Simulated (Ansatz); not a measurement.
Predict the output of the script below (the Ansatz DFT code, driven from Python).

`drho.py`:
```python
'''Density of LaAu less that of its sublattices.'''

import warnings

import ansatz as az
import numpy as np

VECTORS = np.array([
    [1.996333, -5.78031, 0.0],
    [1.996333, 5.78031, 0.0],
    [0.0, 0.0, 4.792864],
])
SITES = [
    ('La', (0.864983, 0.135017, 0.75)),
    ('La', (0.135017, 0.864983, 0.25)),
    ('Au', (0.586999, 0.413001, 0.75)),
    ('Au', (0.413001, 0.586999, 0.25)),
]


def crystal_on(cell):
    crystal = az.Crystal(lattice=az.Lattice.of(cell))
    for symbol, position in SITES:
        crystal = crystal.atom(symbol, position)
    return crystal

warnings.simplefilter('ignore', az.DeckWarning)

# same cell, cutoff and mesh for the crystal and its parts
def solve(crystal):
    return (
        crystal.calculation()
        .functional('PBEsol')
        .occupations('cold', width=0.15)  # fractional filling near the Fermi level
        .basis(460, grid_basis='typed')  # a bare number is in eV
        .kpoints(6, 6, 5)
        .density()
        .run(threads=1)
    )


whole = solve(crystal_on(VECTORS))
difference = whole.density().channels[0].density_e_per_ang3.copy()
binding = whole.report['free_energy_ev']
for element in ['La', 'Au']:
    part = az.Crystal(lattice=az.Lattice.of(VECTORS))
    for symbol, position in SITES:
        if symbol == element:
            part = part.atom(symbol, position)
    alone = solve(part)
    difference -= alone.density().channels[0].density_e_per_ang3
    binding -= alone.report['free_energy_ev']
    print(f'{element} sublattice: {alone.report["n_electrons"]:g} electrons, {alone.report["n_iterations"]} iterations')

voxel = abs(np.linalg.det(VECTORS)) / difference.size
print(f'energy of the crystal less its unpolarised sublattices: {binding / len(SITES):.4f} eV/atom')
print(f'net charge of the difference {difference.sum() * voxel:.5f} e, charge rearranged {0.5 * np.abs(difference).sum() * voxel:.3f} e')
print(f'extremes {difference.min():.4f} and {difference.max():.4f} e/A^3')
for (symbol, position) in SITES:
    index = tuple(int(round(p * n)) % n for p, n in zip(position, difference.shape))
    print(f'  change of the pseudo-density at the grid point nearest {symbol}: {difference[index]:+.4f} e/A^3')
```

`python drho.py` gives:
```text
La sublattice: 22 electrons, 7 iterations
Au sublattice: 38 electrons, 7 iterations
energy of the crystal less its unpolarised sublattices: -2.3851 eV/atom
net charge of the difference -0.00000 e, charge rearranged 1.132 e
extremes -0.1625 and 0.1303 e/A^3
  change of the pseudo-density at the grid point nearest La: +0.0127 e/A^3
  change of the pseudo-density at the grid point nearest La: +0.0127 e/A^3
  change of the pseudo-density at the grid point nearest Au: +0.0931 e/A^3
  change of the pseudo-density at the grid point nearest Au: +0.0931 e/A^3
```

Reading the output:
- For a metal this k-point mesh is coarse: on a finer one energies can move by several to tens of meV an atom and pressures by half a GPa or more, differences at one mesh by less.
- Spin-orbit coupling, which matters for elements this heavy, is left out.
- Grid values close to the nuclei reflect the PAW or pseudopotential construction, not the all-electron fields.
- The structure comes from a database of computed cells and needn't be a stable or known phase.
- Charge moved counts every rearrangement, bonding and polarisation too, and is no transfer between atoms; the bare sublattices are artificial references. Values near the nuclei depend on the potentials.
- Timing: 17 s on 1 thread of Arm Neoverse V1 (shared host), peak memory 0.52 GiB.
